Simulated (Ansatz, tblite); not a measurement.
# The cluster Al₁₃As₁₄H₃₄+: which spin state is lowest

Is the singlet the ground state of the cluster Al₁₃As₁₄H₃₄+? Other spin states are computed and compared level by level.

Computed with Ansatz 0.2.0, Gaussian basis. Level: as each input shows.

Plan: triplet, at the geometry of the singlet (GFN1-xTB, GFN2-xTB, PBE0-D4/def2-TZVP, PBE-D4/def2-TZVP); the singlet's energies come from earlier runs.

1 further run of the same task is left out (set aside as unsound or not needed). Runs told in other sessions of the task aren't counted.

### Step 1. The structure

The geometry is that of the singlet, from an earlier relaxation (PBE-D4/def2-SVP).

61 atoms, charge 1, spin multiplicity 1.

Bond lengths: Al1–As14 2.543 Å, Al1–As16 2.538 Å, Al1–H28 1.618 Å, Al1–H29 1.591 Å, Al2–As15 2.550 Å, Al2–As17 2.519 Å, Al2–H30 1.594 Å, Al2–H31 1.617 Å, Al3–As14 2.467 Å, Al3–As19 2.525 Å, Al3–As20 2.529 Å, Al3–H32 1.588 Å, Al4–As18 2.491 Å, Al4–As19 2.507 Å, Al4–As21 2.484 Å, Al4–H33 1.591 Å, Al5–As15 2.482 Å, Al5–As22 2.524 Å and more. Angles: As14–Al1–As16 103.7°, As14–Al1–H28 97.6°, As14–Al1–H29 113.7°, As16–Al1–H28 102.5°, As16–Al1–H29 111.6°, H28–Al1–H29 125.0°, As15–Al2–As17 99.4°, As15–Al2–H30 109.0°, As15–Al2–H31 103.5°, As17–Al2–H30 113.4°, As17–Al2–H31 105.1°, H30–Al2–H31 123.4°, As14–Al3–As19 108.3°, As14–Al3–As20 99.0°, As14–Al3–H32 122.0°, As19–Al3–As20 96.9°, As19–Al3–H32 110.8°, As20–Al3–H32 116.5° and more.

The ion is computed in the gas phase, without counter-ions or solvent.

### Step 2. Triplet at the fixed geometry, GFN1-xTB

Tight binding, by tblite at 300 K electronic temperature and without a spin-polarisation term:

```python
tblite.interface.Calculator('GFN1-xTB', numbers, positions, charge=1, uhf=2).singlepoint()
```

Energy -1857.8027 eV; 1.8 s.

### Step 3. Triplet at the fixed geometry, GFN2-xTB

Tight binding, by tblite at 300 K electronic temperature and without a spin-polarisation term:

```python
tblite.interface.Calculator('GFN2-xTB', numbers, positions, charge=1, uhf=2).singlepoint()
```

Energy -1743.5211 eV; 1.6 s.

### Step 4. Triplet at the fixed geometry, PBE0-D4/def2-TZVP

in.yaml

```yaml
crystal:
  periodic: [false, false, false]
  atoms:
    - {symbol: Al, position_ang: [-4.117569, -1.373280, 2.589896]}
    - {symbol: Al, position_ang: [-4.154448, 1.937008, -0.485787]}
    - {symbol: Al, position_ang: [-1.761414, -4.035587, 1.891605]}
    - {symbol: Al, position_ang: [1.476198, -4.061875, -1.157232]}
    - {symbol: Al, position_ang: [-1.535301, 1.983211, -3.881039]}
    - {symbol: Al, position_ang: [1.527691, -1.251069, -3.947019]}
    - {symbol: Al, position_ang: [-1.497238, -1.006694, -1.002934]}
    - {symbol: Al, position_ang: [-1.050648, 2.013924, 1.903538]}
    - {symbol: Al, position_ang: [1.434514, -1.115934, 1.731484]}
    - {symbol: Al, position_ang: [1.450751, 1.670091, -1.100382]}
    - {symbol: Al, position_ang: [-0.934594, 5.050983, -0.967135]}
    - {symbol: Al, position_ang: [4.466714, -0.886011, -0.684644]}
    - {symbol: Al, position_ang: [3.898653, 2.586259, 2.682802]}
    - {symbol: As, position_ang: [-2.901690, -2.301332, 0.557933]}
    - {symbol: As, position_ang: [-2.822675, 0.643857, -2.234839]}
    - {symbol: As, position_ang: [-2.819031, 0.732870, 3.155373]}
    - {symbol: As, position_ang: [-2.335230, 3.448530, 0.381705]}
    - {symbol: As, position_ang: [0.011077, -2.445594, -2.358793]}
    - {symbol: As, position_ang: [-0.110733, -5.225301, 0.396679]}
    - {symbol: As, position_ang: [-0.085264, -2.570795, 3.091498]}
    - {symbol: As, position_ang: [2.807895, -2.545141, 0.290149]}
    - {symbol: As, position_ang: [-0.025754, 0.354641, -5.081339]}
    - {symbol: As, position_ang: [0.048451, 3.201822, -2.415989]}
    - {symbol: As, position_ang: [2.874103, 0.118862, -2.372040]}
    - {symbol: As, position_ang: [0.010249, 0.331943, 0.390545]}
    - {symbol: As, position_ang: [2.846486, 0.302784, 3.200973]}
    - {symbol: As, position_ang: [2.881285, 3.058591, 0.402324]}
    - {symbol: H, position_ang: [-3.557615, -2.432437, 3.677464]}
    - {symbol: H, position_ang: [-5.656062, -1.061145, 2.328401]}
    - {symbol: H, position_ang: [-5.338166, 2.721167, -1.209585]}
    - {symbol: H, position_ang: [-4.392396, 0.849785, 0.686797]}
    - {symbol: H, position_ang: [-2.564204, -5.073991, 2.785165]}
    - {symbol: H, position_ang: [2.304866, -5.056382, -2.082299]}
    - {symbol: H, position_ang: [-2.394250, 2.827657, -4.920278]}
    - {symbol: H, position_ang: [2.321495, -2.209169, -4.939713]}
    - {symbol: H, position_ang: [0.108584, 2.555603, 2.873444]}
    - {symbol: H, position_ang: [-1.851878, 5.984383, -1.879892]}
    - {symbol: H, position_ang: [0.278029, 5.561557, -0.044374]}
    - {symbol: H, position_ang: [5.711769, -1.617915, -1.355298]}
    - {symbol: H, position_ang: [4.562245, 0.235396, 0.475462]}
    - {symbol: H, position_ang: [5.448962, 2.290177, 2.465701]}
    - {symbol: H, position_ang: [3.205747, 3.582355, 3.717297]}
    - {symbol: H, position_ang: [-3.904856, -3.087638, -0.279432]}
    - {symbol: H, position_ang: [-3.818685, -0.176938, -3.050018]}
    - {symbol: H, position_ang: [-3.864141, 1.786419, 3.495350]}
    - {symbol: H, position_ang: [-2.281225, 0.546561, 4.574884]}
    - {symbol: H, position_ang: [-3.084055, 4.327205, 1.384436]}
    - {symbol: H, position_ang: [-0.871335, -3.319641, -3.247585]}
    - {symbol: H, position_ang: [-0.921537, -6.207242, -0.440598]}
    - {symbol: H, position_ang: [0.663536, -6.253687, 1.214259]}
    - {symbol: H, position_ang: [0.764965, -3.404878, 4.041214]}
    - {symbol: H, position_ang: [-0.812200, -1.729399, 4.130903]}
    - {symbol: H, position_ang: [3.576306, -3.444089, 1.256306]}
    - {symbol: H, position_ang: [-0.842423, -0.465096, -6.074885]}
    - {symbol: H, position_ang: [0.793141, 1.140498, -6.099496]}
    - {symbol: H, position_ang: [1.066748, 3.814044, -3.377182]}
    - {symbol: H, position_ang: [3.707736, 1.035480, -3.264706]}
    - {symbol: H, position_ang: [2.041328, 0.406521, 4.491880]}
    - {symbol: H, position_ang: [3.919155, -0.651141, 3.713660]}
    - {symbol: H, position_ang: [2.093342, 4.364708, 0.481096]}
    - {symbol: H, position_ang: [4.004594, 3.544484, -0.505720]}
basis:
  gaussian: {orbitals: def2-TZVP, fitting: {mean_field: def2-universal-jkfit}}
total_charge: 1
magnetization: {spin_polarized: true, initial_magnetization: 2}
hamiltonian: {xc: pbe0, dispersion: d4}
scf: {omitted_lower_state_checks: [starts]}
output: {orbitals: {seedname: orbitals}}
```

Started as:

```sh
> ansatz run in.yaml --threads 11 --pin off --events-out ev --progress --plain --max-ram 174080MiB --backend cuda --devices 0, --max-vram 75GiB
```

The program printed:

```text
Functional definition: PBE0
  name "PBE0"
  cite "Adamo & Barone, J. Chem. Phys. 110, 6158 (1999) doi:10.1063/1.478522"
  cite "Perdew, Burke & Ernzerhof, Phys. Rev. Lett. 77, 3865 (1996) doi:10.1103/PhysRevLett.77.3865"
  parent pbe
  parameter a = 0.25
  parameter kappa = 0.804
  parameter beta = 0.06672455060314922
  exchange = (1 - a)*pbe_x(kappa = kappa, mu = beta*pi^2/3) + a*exact_x
  correlation = pbe_c(beta = beta)
these checks for a lower state are left out or cut short: starts
6000 factors; integrals over basis functions are off by at most 6.7e-1 eV
mean field evaluation 1: about -937958.1812 eV, gradient 3.3e1 eV
mean field evaluation 2: about -937946.5767 eV, gradient 4.9e1 eV
mean field evaluation 4: about -937963.4754 eV, gradient 8.9e0 eV
mean field evaluation 8: about -937964.1206 eV, gradient 1.2e0 eV
mean field evaluation 16: about -937964.1470 eV, gradient 1.1e-1 eV
mean field evaluation 32: about -937964.1547 eV, gradient 1.0e-2 eV
mean field evaluation 64: about -937964.1547 eV, gradient 3.1e-5 eV
mean field -937964.15469084 eV, -34469.5469099495 hartree, gradient 9.3e-6 eV, S^2 2.006012; 0 other end points of the search recorded, 0 dependent functions left out
reference -937964.15479613 eV, -34469.5469138188 hartree; 333, 331 occupied and 1024, 1026 virtual orbitals, 6000 factors
Total energy: -937968.74414692 eV, -34469.7155693498 hartree
Checks for a lower state left out: starts
```

Wall time 84 s (1 × H100 with 11 threads of AMD EPYC 7R13, shared host); peak host memory 2.6 GiB.

From the report: HOMO -5.22 eV, LUMO -8.79 eV (over both spins; with the spin held, an empty level of the minority spin lies below the top filled one); ⟨S²⟩ 2.006 (pure: 2.00).

### Step 5. Triplet at the fixed geometry, PBE-D4/def2-TZVP

start.molden holds the orbitals of an earlier run on this state, given as this run's starting guess.

in.yaml: that of step 4 with these lines changed.

```diff
@@ -65,6 +65,6 @@
 basis:
-  gaussian: {orbitals: def2-TZVP, fitting: {mean_field: def2-universal-jkfit}}
+  gaussian: {orbitals: def2-TZVP, fitting: {mean_field: def2-universal-jkfit}, initial_orbitals: start.molden}
 total_charge: 1
 magnetization: {spin_polarized: true, initial_magnetization: 2}
-hamiltonian: {xc: pbe0, dispersion: d4}
+hamiltonian: {xc: pbe, dispersion: d4}
 scf: {omitted_lower_state_checks: [starts]}
```

Launched as before.

The program printed:

```text
Functional definition: PBE
  name "PBE"
  cite "Perdew, Burke & Ernzerhof, Phys. Rev. Lett. 77, 3865 (1996) doi:10.1103/PhysRevLett.77.3865"
  parent pbe
  parameter kappa = 0.804
  parameter beta = 0.06672455060314922
  exchange = pbe_x(kappa = kappa, mu = beta*pi^2/3)
  correlation = pbe_c(beta = beta)
these checks for a lower state are left out or cut short: starts
6000 factors; integrals over basis functions are off by at most 6.7e-1 eV
mean field evaluation 1: about -937928.9272 eV, gradient 2.6e1 eV
mean field evaluation 2: about -937929.9316 eV, gradient 1.2e0 eV
mean field evaluation 4: about -937929.9674 eV, gradient 2.4e-1 eV
mean field evaluation 8: about -937929.9719 eV, gradient 1.5e-3 eV
mean field evaluation 16: about -937929.9719 eV, gradient 3.9e-5 eV
mean field -937929.97185073 eV, -34468.2907137454 hartree, gradient 2.8e-6 eV, S^2 2.002345; 0 other end points of the search recorded, 0 dependent functions left out
reference -937929.97199440 eV, -34468.2907190254 hartree; 333, 331 occupied and 1024, 1026 virtual orbitals, 6000 factors
Total energy: -937934.94919824 eV, -34468.4736278927 hartree
Checks for a lower state left out: starts
```

Run time: 26 s. Hardware: 1 × H100 with 11 threads of AMD EPYC 7R13, shared host; peak host memory 2.4 GiB.

From the report: HOMO -5.00 eV, LUMO -8.68 eV (over both spins; with the spin held, an empty level of the minority spin lies below the top filled one); ⟨S²⟩ 2.002 (pure: 2.00).

### Step 6. Triplet less singlet, vertical

The singlet's energies are those of its earlier runs, whose logs aren't repeated here.

```
            level  triplet less singlet, vertical (kJ/mol)     time
         GFN1-xTB                                   +300.1    2.8 s
         GFN2-xTB                                   +251.9    2.7 s
 PBE-D4/def2-TZVP                                   +351.6     42 s
PBE0-D4/def2-TZVP                                   +425.7  1.7 min
```

Times add the two runs; a level without a time comes out of a correlated run. Tight binding without a spin term can't rank spin states.

### Step 7. What came out

| quantity | value |
| --- | --- |
| triplet less singlet, vertical, functionals in def2-TZVP | +351.6 (PBE-D4) to +425.7 kJ/mol (PBE0-D4) |

What this shows: All functionals put the triplet above the singlet, over a spread of 74.1 kJ/mol. The checks for a lower triplet were left out, so another state of that spin may lie lower. These are electronic energies, without zero-point motion, entropy or surroundings.
